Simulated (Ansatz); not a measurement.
# C3H11NSi: the cost of one run

Method: RKS PBE0-D4/STO-3G, in Ansatz 0.2.0.

### Step 1. The starting structure

Bond lengths (14 of 15 bonds, heavy atoms first): C1–Si2 1.857 Å, Si2–C3 1.832 Å, Si2–C4 1.855 Å, C4–N5 1.434 Å, C1–H6 1.133 Å, C1–H7 1.045 Å, C1–H8 1.097 Å, Si2–H9 1.502 Å, C3–H10 1.137 Å, C3–H11 1.101 Å, C3–H12 1.098 Å, C4–H13 1.085 Å, C4–H14 1.190 Å, N5–H15 1.018 Å. Angles (14 of 27 angles, heavy atoms first): C1–Si2–C3 108.8°, C1–Si2–C4 112.9°, C3–Si2–C4 108.9°, Si2–C4–N5 112.9°, C1–Si2–H9 109.1°, C3–Si2–H9 108.4°, C4–Si2–H9 108.7°, Si2–C1–H6 109.5°, Si2–C1–H7 113.7°, Si2–C1–H8 109.2°, Si2–C3–H10 112.1°, Si2–C3–H11 112.0°, Si2–C3–H12 114.4°, Si2–C4–H13 115.0°.

Coordinates:

```xyz
16

C    -0.3291   -1.2395   -1.7044
Si    0.0178   -0.5709   -0.0075
C     1.8221   -0.3041    0.1643
C    -0.8595    1.0275    0.3329
N    -0.6954    1.4769    1.6845
H    -0.0795   -0.4522   -2.4794
H     0.1736   -2.1310   -1.9153
H    -1.4125   -1.3597   -1.8300
H    -0.4102   -1.5828    1.0164
H     2.1074    0.0206    1.2159
H     2.3929   -1.2308   -0.0019
H     2.2325    0.4654   -0.5026
H    -0.6658    1.8185   -0.3844
H    -2.0306    0.8583    0.2062
H    -1.2149    2.3349    1.8611
H    -1.0719    0.8462    2.3886
```

### Step 2. Relaxing the start

The input, input.yaml:

```yaml
crystal:
  periodic: [false, false, false]
  atoms:
    - { symbol: C, position_ang: [-0.3291, -1.2395, -1.7044] }
    - { symbol: Si, position_ang: [0.0178, -0.5709, -0.0075] }
    - { symbol: C, position_ang: [1.8221, -0.3041, 0.1643] }
    - { symbol: C, position_ang: [-0.8595, 1.0275, 0.3329] }
    - { symbol: "N", position_ang: [-0.6954, 1.4769, 1.6845] }
    - { symbol: H, position_ang: [-0.0795, -0.4522, -2.4794] }
    - { symbol: H, position_ang: [0.1736, -2.131, -1.9153] }
    - { symbol: H, position_ang: [-1.4125, -1.3597, -1.83] }
    - { symbol: H, position_ang: [-0.4102, -1.5828, 1.0164] }
    - { symbol: H, position_ang: [2.1074, 0.0206, 1.2159] }
    - { symbol: H, position_ang: [2.3929, -1.2308, -0.0019] }
    - { symbol: H, position_ang: [2.2325, 0.4654, -0.5026] }
    - { symbol: H, position_ang: [-0.6658, 1.8185, -0.3844] }
    - { symbol: H, position_ang: [-2.0306, 0.8583, 0.2062] }
    - { symbol: H, position_ang: [-1.2149, 2.3349, 1.8611] }
    - { symbol: H, position_ang: [-1.0719, 0.8462, 2.3886] }
basis:
  gaussian: { orbitals: STO-3G }
hamiltonian:
  xc: pbe0
  dispersion: d4
relax:
  f_tol: 0.02
  max_steps: 40
scf:
  lower_state_search: "off"
```

Run with:

```
$ ansatz run input.yaml --threads 1 --pin off --max-ram 2048MiB --backend cpu --events-out ev --progress --plain --runs-dir out
```

What time and memory should one allow on 1 thread of an x86-64 CPU, shared host?

About 16 s, with a peak of 0.14 GiB.
